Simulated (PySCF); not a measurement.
# C₆H₁₁OSe+: magnetic properties

What do calculations give for the magnetic properties of C₆H₁₁OSe+ (`C=C[C+](C[Se]C)OC`)?

Programs: PySCF 2.14.0, with routines of our own; each step states its level. All values are computed. Atoms count from 0.

## 1. The system as given

19 atoms, charge 1, multiplicity 1; geometry from: GFN2-xTB.

## 2. Magnetic properties: GIAO B97-2/pcSseg-1

Job settings and geometry (Å):

```
{"job": {"kind": "mag", "xc": "B97-2", "basis": "pcSseg-1", "isotopologues": 2}, "charge": 1, "multiplicity": 1}
C     -1.465619     2.137779     0.261685
C     -0.544180     1.358400    -0.313195
C     -0.569803    -0.087791    -0.240545
C      0.508628    -0.859617    -0.857038
Se     1.561209    -0.870426     0.861835
C      2.690220     0.687814     0.594038
O     -1.584170    -0.611889     0.375617
C     -1.760510    -2.016089     0.483726
H     -1.434411     3.208749     0.158495
H     -2.274956     1.723059     0.839566
H      0.252332     1.787820    -0.903664
H      0.275419    -1.879679    -1.149210
H      1.068231    -0.335776    -1.626294
H      3.457280     0.629885     1.364128
H      3.157422     0.638878    -0.386013
H      2.123382     1.605569     0.724471
H     -0.913554    -2.474099     1.006334
H     -2.666537    -2.153882     1.071743
H     -1.890187    -2.479453    -0.496604
```

With the program's defaults for keys left out, this is: GIAO B97-2/pcSseg-1 magnetisability, rotational g tensor and spin-rotation constants, non-relativistic, gas phase.

Run with:

```bash
OMP_NUM_THREADS=1 python excited_run.py task.json out
```

This one command runs all jobs of the session in turn.

Output:

```text
coarse grid: 70784 points
cycle   1  E = -2711.8948175660  dE =  1.573e-01  |g| = 8.218e-01  |ddm| = 3.949e+00
cycle   2  E = -2711.7653755531  dE =  1.294e-01  |g| = 1.049e+00  |ddm| = 1.236e+00
cycle   3  E = -2711.9554955025  dE = -1.901e-01  |g| = 2.762e-01  |ddm| = 9.576e-01
cycle   4  E = -2711.9700921280  dE = -1.460e-02  |g| = 7.913e-02  |ddm| = 2.403e-01
cycle   5  E = -2711.9713035751  dE = -1.211e-03  |g| = 1.692e-02  |ddm| = 7.120e-02
cycle   6  E = -2711.9713724955  dE = -6.892e-05  |g| = 4.430e-03  |ddm| = 1.790e-02
cycle   7  E = -2711.9713762435  dE = -3.748e-06  |g| = 1.679e-03  |ddm| = 5.484e-03
final grid: 150624 points
cycle   8  E = -2711.9713290012  dE =  1.235e-06  |g| = 2.783e-03  |ddm| = 6.131e-03
cycle   9  E = -2711.9713246678  dE =  4.333e-06  |g| = 4.812e-03  |ddm| = 8.624e-03
cycle  10  E = -2711.9713312976  dE = -6.630e-06  |g| = 3.957e-04  |ddm| = 5.488e-03
cycle  11  E = -2711.9713313320  dE = -3.439e-08  |g| = 6.957e-05  |ddm| = 3.949e-04
cycle  12  E = -2711.9713313331  dE = -1.170e-09  |g| = 1.564e-05  |ddm| = 7.168e-05
cycle  13  E = -2711.9713313332  dE = -5.457e-11  |g| = 3.698e-06  |ddm| = 1.532e-05
converged SCF energy = -2711.9713313332

Magnetisability tensor (1e-30 J/T^2)
    -1458.72      -65.45     -160.70
      -65.45    -1452.16       32.76
     -160.70       32.76    -1575.32
isotropic -1495.40   principal values   -1688.49  -1488.41  -1309.30
isotropic susceptibility -90.055 1e-6 cm^3/mol

Inertial axes            a          b          c
rot. const./GHz      1.9141     1.0869     0.7910
chi total           -90.060    -89.245    -90.859
chi diamagnetic    -765.888  -1149.967  -1575.073
chi paramagnetic    675.828   1060.722   1484.214
quadrupole/D A        4.886      8.613    -13.500
g nuclear            0.6136     0.5434     0.5582
g electronic        -0.6077    -0.5416    -0.5515
g total              0.0058     0.0018     0.0067

Spin-rotation constants (kHz, H = +C I.J)
atom  isotope        aa         bb         cc
  8     1H       -0.216      0.109     -0.099
  9     1H       -0.099     -0.039     -0.036
 10     1H       -0.141     -0.033     -0.051
 11     1H       -0.236      0.002     -0.076
 12     1H       -0.211     -0.081     -0.039
 13     1H       -0.058     -0.128     -0.066
 14     1H       -0.201     -0.137     -0.002
 15     1H       -0.105     -0.063     -0.090
 16     1H        0.021     -0.114     -0.093
 17     1H       -0.082     -0.100     -0.042
 18     1H       -0.223     -0.105      0.007
  0    13C*       0.530      0.572      0.203
  1    13C*       0.467      0.482      0.191
  2    13C*       0.644      0.536      0.253
  3    13C*       0.304      0.189      0.141
  4   77Se*       2.847      2.123      1.509
  5    13C*       0.287      0.143      0.112
  6    17O*      -0.288     -0.375     -0.103
  7    13C*       0.444      0.153      0.179
* in the singly substituted isotopologue

Isotopologues: g along a, b, c
2H    at 8,9,10,11,12,1     0.0044     0.0015     0.0060
13C   at 0                  0.0057     0.0017     0.0066
```

Run time: 1.9 min. Hardware: 1 thread of Arm Neoverse N1, shared host; peak memory 0.98 GiB.

From this job:

```csv
quantity,value
magnetisability,-1495·10⁻³⁰ J/T²
molar susceptibility,-90.1·10⁻⁶ cm³/mol
"rotational g (a, b, c)","0.0058, 0.0018, 0.0067"
```

Orbitals, density, ELF and potential are computed afterwards from the orbital file.

Frontier orbitals at B97-2/pcSseg-1, with the share of their density that lies nearest to each atom:

```csv
orbital,energy (eV),lies on
HOMO,-10.98,Se4 71 %
LUMO,-7.16,C2 32 %; C0 21 %; Se4 18 %
```

ELF in a plane through or near 7 of the atoms.

Ten even steps from '0' (0.00) to '9' (1.00):
```
0000000000000000000000000000
0000000000000000000000000000
0000000000000000000000000000
0000000000168610000000000000
0000000000289846995000000000
0000000000046569999100000000
0000000000146668961000000000
0000000000157730002100000000
0000018980024410388600000000
0000029998000234788428970000
0000014886355322466489992000
0000147128612440048437750000
0000146657267251089961000000
0000011115632651069950000000
0000000015899740001100000000
0000000002676510000000000000
0000000000000000000000000000
0000000000000000000000000000
0000000000000000000000000000
0000000000000000000000000000
```
The map spans 12.0 Å across and 12.2 Å up, centred on the molecule. Atoms in the plane (x, y in Å): Se4 (-0.8, -1.5), C5 (-2.6, -0.8), C7 (2.6, -0.8), H9 (1.0, 2.7), H15 (-2.6, 0.2), H16 (2.1, -1.6), H17 (3.4, -0.4).

On the surface of density 0.002 e/bohr³ the electrostatic potential runs, from the 1st to the 99th percentile, from 3.23 V near Se4 to 5.35 V near H12.

## 3. Magnetic properties: GIAO HF/6-31G*, grid 1

Settings changed since step 2:

```diff
@@ -1,2 +1,2 @@
-{"job": {"kind": "mag", "xc": "B97-2", "basis": "pcSseg-1", "isotopologues": 2}, "charge": 1, "multiplicity": 1}
+{"job": {"kind": "mag", "xc": "HF", "basis": "6-31G*", "grid": 1}, "charge": 1, "multiplicity": 1}
 C     -1.465619     2.137779     0.261685
```

Level: GIAO HF/6-31G* magnetisability, rotational g tensor and spin-rotation constants, non-relativistic, gas phase.

Output:

```text
final grid: 70784 points
cycle   1  E = -2707.5545971995  dE =  1.086e+00  |g| = 7.449e-01  |ddm| = 3.859e+00
cycle   2  E = -2707.6845692453  dE = -1.300e-01  |g| = 4.195e-01  |ddm| = 1.168e+00
cycle   3  E = -2707.7263561777  dE = -4.179e-02  |g| = 9.767e-02  |ddm| = 4.167e-01
cycle   4  E = -2707.7294134282  dE = -3.057e-03  |g| = 2.943e-02  |ddm| = 1.374e-01
cycle   5  E = -2707.7297246710  dE = -3.112e-04  |g| = 7.359e-03  |ddm| = 3.950e-02
cycle   6  E = -2707.7297841876  dE = -5.952e-05  |g| = 3.659e-03  |ddm| = 2.178e-02
cycle   7  E = -2707.7297969743  dE = -1.279e-05  |g| = 1.468e-03  |ddm| = 1.099e-02
cycle   8  E = -2707.7297995928  dE = -2.619e-06  |g| = 4.944e-04  |ddm| = 6.009e-03
cycle   9  E = -2707.7297999277  dE = -3.348e-07  |g| = 1.940e-04  |ddm| = 2.136e-03
cycle  10  E = -2707.7297999858  dE = -5.813e-08  |g| = 8.268e-05  |ddm| = 9.492e-04
cycle  11  E = -2707.7297999938  dE = -7.991e-09  |g| = 2.804e-05  |ddm| = 3.410e-04
cycle  12  E = -2707.7297999948  dE = -9.791e-10  |g| = 9.677e-06  |ddm| = 1.385e-04
converged SCF energy = -2707.7297999948

Magnetisability tensor (1e-30 J/T^2)
    -1505.96      -58.12     -166.70
      -58.12    -1512.04       16.04
     -166.70       16.04    -1635.31
isotropic -1551.10   principal values   -1751.11  -1533.25  -1368.94
isotropic susceptibility -93.410 1e-6 cm^3/mol

Inertial axes            a          b          c
rot. const./GHz      1.9141     1.0869     0.7910
chi total           -93.193    -92.399    -94.637
chi diamagnetic    -766.497  -1150.619  -1575.802
chi paramagnetic    673.304   1058.221   1481.165
quadrupole/D A        4.794      8.595    -13.388
g nuclear            0.6136     0.5434     0.5582
g electronic        -0.6055    -0.5403    -0.5504
g total              0.0081     0.0030     0.0078

Spin-rotation constants (kHz, H = +C I.J)
atom  isotope        aa         bb         cc
  8     1H       -0.229      0.104     -0.104
  9     1H       -0.113     -0.041     -0.041
 10     1H       -0.160     -0.035     -0.057
 11     1H       -0.252     -0.008     -0.081
 12     1H       -0.222     -0.089     -0.043
 13     1H       -0.069     -0.136     -0.071
 14     1H       -0.210     -0.145     -0.007
 15     1H       -0.122     -0.070     -0.094
 16     1H        0.009     -0.120     -0.095
 17     1H       -0.093     -0.107     -0.045
 18     1H       -0.233     -0.112      0.003
  0    13C*       0.466      0.555      0.180
  1    13C*       0.369      0.438      0.153
  2    13C*       0.618      0.539      0.243
  3    13C*       0.240      0.144      0.112
  4   77Se*       2.063      1.587      1.010
  5    13C*       0.224      0.113      0.083
  6    17O*      -0.209     -0.321     -0.071
  7    13C*       0.370      0.124      0.149
* in the singly substituted isotopologue
```

It took 29 s on 1 thread of Arm Neoverse N1, shared host; peak memory 0.81 GiB.

Key values:

```csv
quantity,value
magnetisability,-1551·10⁻³⁰ J/T²
molar susceptibility,-93.4·10⁻⁶ cm³/mol
"rotational g (a, b, c)","0.0081, 0.0030, 0.0078"
```

## 4. The levels compared

```csv
level,ξ (10⁻³⁰ J/T²),g(a),g(b),gap (eV),functions,time
GIAO B97-2/pcSseg-1,-1495,0.0058,0.0018,3.82,215,1.9 min
"GIAO HF/6-31G*, grid 1",-1551,0.0081,0.0030,10.17,152,29 s
```

## 5. Results

```
                                            quantity                      value
       magnetisability (step 2, GIAO B97-2/pcSseg-1)           -1495·10⁻³⁰ J/T²
  molar susceptibility (step 2, GIAO B97-2/pcSseg-1)         -90.1·10⁻⁶ cm³/mol
rotational g (a, b, c) (step 2, GIAO B97-2/pcSseg-1)     0.0058, 0.0018, 0.0067
                     magnetisability over the levels  -1551 to -1495·10⁻³⁰ J/T²
```

Steps that list no spin-orbit terms leave them out, which matters at and beside the heavy atoms. For an ion, the motion of the centre of mass in the field is left out. By nearest atom (B97-2/pcSseg-1), the HOMO sits on Se4 71 % and the LUMO on C2 32 %; C0 21 %. The magnetisability spreads by 3.7 % over 2 levels, from GIAO HF/6-31G*, grid 1 (29 s) to GIAO B97-2/pcSseg-1 (1.9 min); the runs took 29 s to 1.9 min. Two levels can agree by chance, so this spread shows no convergence. Vibrational averaging and real surroundings are missing from these values.
